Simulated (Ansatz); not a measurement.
Run this with Ansatz 0.2.0, Python API and show what comes out.

The script reads `naca3_naca3.cif`:
```cif
data_NaCa3
_cell_length_a 6.133905
_cell_length_b 6.133905
_cell_length_c 6.133905
_cell_angle_alpha 60.00000
_cell_angle_beta 60.00000
_cell_angle_gamma 60.00000
_symmetry_space_group_name_H-M 'P 1'
_symmetry_Int_Tables_number 1
loop_
_symmetry_equiv_pos_as_xyz
'x, y, z'
loop_
_atom_site_label
_atom_site_type_symbol
_atom_site_fract_x
_atom_site_fract_y
_atom_site_fract_z
Na1 Na    0.000000    0.000000    0.000000
Ca2 Ca    0.250000    0.250000    0.250000
Ca3 Ca    0.750000    0.750000    0.750000
Ca4 Ca    0.500000    0.500000    0.500000
```

The script, `naca3_cohesive.py`:
```python
"""Binding of NaCa3 against spin-polarised atoms in a box."""

from collections import Counter
import logging
import sys
import warnings

import ansatz as az
from ase.io import read

logging.basicConfig(stream=sys.stdout, format="%(levelname)s %(message)s")
logger = logging.getLogger("calc")
logger.setLevel(logging.INFO)

params = {
    "xc": "pbesol",
    "cutoff_ev": 450,
    "max_scf": 85,
    "kspacing": 0.16,
    "occupations": "gaussian",
    "sigma": 0.02,
}


def counts(outcome):
    return Counter(site.symbol for site in outcome.lattice.sites)

UNPAIRED = {"Na": 1, "Ca": 0}  # unpaired electrons of the free atoms


def ground_state(name, crystal):
    calc = (
        crystal.calculation()
        .functional(params["xc"])
        .basis(params["cutoff_ev"])
        .scf(max_iterations=params["max_scf"])
        .kpoints(spacing=params["kspacing"])
        .occupations(params["occupations"], width=params["sigma"])
    )
    if name.endswith(" atom"):
        calc = calc.kpoints(1, 1, 1).occupations("fermi_dirac", width=0.01)
        if UNPAIRED[name.split()[0]]:
            calc = calc.spin("collinear")
        return calc.run()
    calc = calc.relax(force_tolerance=0.03, max_steps=30, cell=True)
    return calc.run()


def main() -> None:
    warnings.simplefilter("ignore", az.DeckWarning)

    phases = {}
    atoms = read("naca3_naca3.cif")
    naca3 = az.Crystal.from_ase(atoms)
    phases["NaCa3"] = naca3
    # a box with unlike edges lets an open shell break the spherical symmetry
    for element, moment in UNPAIRED.items():
        phases[f"{element} atom"] = az.Lattice.orthorhombic(10.0, 10.5, 11.0).atom(element, (0.5, 0.5, 0.5), moment=moment or None)

    done = {}
    for name, crystal in phases.items():
        done[name] = ground_state(name, crystal)
        logger.info(f"{name}: {done[name].report['energy_sigma0_ev']:.4f} eV, {len(done[name].lattice.sites)} atoms")

    for element in UNPAIRED:
        atom = done[f"{element} atom"].report
        logger.info(f"{element} atom: {atom['energy_sigma0_ev']:.4f} eV, moment {atom['magnetization_mub']:.2f} muB")
    solid = done["NaCa3"]
    n = counts(solid)
    binding = (sum(k * done[f"{e} atom"].report["energy_sigma0_ev"] for e, k in n.items()) - solid.report["energy_sigma0_ev"]) / sum(n.values())
    logger.info(f"cohesive energy {binding:.3f} eV/atom = {96.4853 * binding:.0f} kJ/mol of atoms (no zero-point energy)")


if __name__ == "__main__":
    main()
```

```console
$ python naca3_cohesive.py
INFO NaCa3: -6856.7401 eV, 4 atoms
INFO Na atom: -1474.7351 eV, 1 atoms
INFO Ca atom: -1791.6472 eV, 1 atoms
INFO Na atom: -1474.7351 eV, moment 1.00 muB
INFO Ca atom: -1791.6472 eV, moment 0.00 muB
INFO cohesive energy 1.766 eV/atom = 170 kJ/mol of atoms (no zero-point energy)
```

Reading the output:
- Absolute energies stand on the zero of these potentials, so only differences at equal settings mean something.
- Other magnetic orders than the one started from may lie lower.
- For the metals among these phases the mesh is modest: differences between phases can be off by up to 40 meV an atom.
- The cells come from databases of deposited and of computed structures, and not all need be stable phases.
- Free atoms in a box carry small image and symmetry errors, and spin-orbit coupling is left out.
- The whole script took 67 s on 1 thread of Arm Neoverse V2, with other jobs on the host, peak memory 0.94 GiB.
